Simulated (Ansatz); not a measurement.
**Ta3AsAu2O13 in Ansatz: the effect of Hubbard term**

The system is Ta3AsAu2O13.

```
Ta As Au O
1.0
     6.80067   -1.92163   -0.02621
     6.80067    1.92163   -0.02621
    -1.72225    0.00000   10.37288
Ta As Au O
3 1 2 13
Direct
  0.29832 0.29832 0.63042
  0.35838 0.35838 0.00386
  0.64153 0.64153 0.99841
  0.70210 0.70210 0.36249
  0.60176 0.60176 0.63181
  0.39989 0.39989 0.36577
  0.34257 0.34257 0.80557
  0.41638 0.41638 0.55635
  0.78159 0.78159 0.59389
  0.65958 0.65958 0.20071
  0.59095 0.59095 0.43486
  0.21897 0.21897 0.41156
  0.61546 0.61546 0.82214
  0.14400 0.14400 0.64097
  0.38300 0.38300 0.17947
  0.84498 0.84498 0.35825
  0.50050 0.50050 0.00258
  0.81269 0.81269 0.99232
  0.18737 0.18737 0.00856
```

The cell was built by a generator and needn't be a form met in nature.

Alike in all runs:

| Property | Result |
| --- | --- |
| Program | Ansatz 0.2.0 |
| Task | projected density of states |
| Functional | PBE |
| Potentials or basis | Ansatz PAW |
| Cutoff | 420 eV (not typed: the program's choice for these potentials) |
| k mesh | 7 × 7 × 3 |
| Occupations | fermi-dirac, width 0.05 eV |
| Spin | no spin polarisation |
| Hubbard projectors | ortho-atomic (the default) |
| Double counting | fll (the default) |

```csv
Hubbard term,pressure (GPa),largest force (eV/Å)
"Au d U = 2 eV, Ta d U = 2 eV",?,?
"Au d U = 4 eV, Ta d U = 4 eV",1.3,0.47
"Au d U = 6 eV, Ta d U = 6 eV",2.1,0.66
"Au d U = 8 eV, Ta d U = 8 eV",3.0,0.84
```

**Question.** What does the run with Hubbard term Au d U = 2 eV, Ta d U = 2 eV give?

**Answer.** Pressure 0.6 GPa; largest force 0.24 eV/Å.

Worked out: A straight line through the other rows of the pressure, of slope 0.425 GPa per eV, extrapolates to 0.4 GPa, against the run's 0.6. A straight line through the other rows of the largest force, of slope 0.0925 eV/Å per eV, extrapolates to 0.29 eV/Å, against the run's 0.24.

Caveats: the density of states is complete only up to the lowest level of the last band computed; U without spin polarisation on a metal has little footing (some runs); odd divisions of the mesh miss points on the zone boundary, where band edges often lie, so the gap on the mesh can be too wide (some runs); spin-orbit coupling is left out, which moves the levels of the heavy elements (some runs).
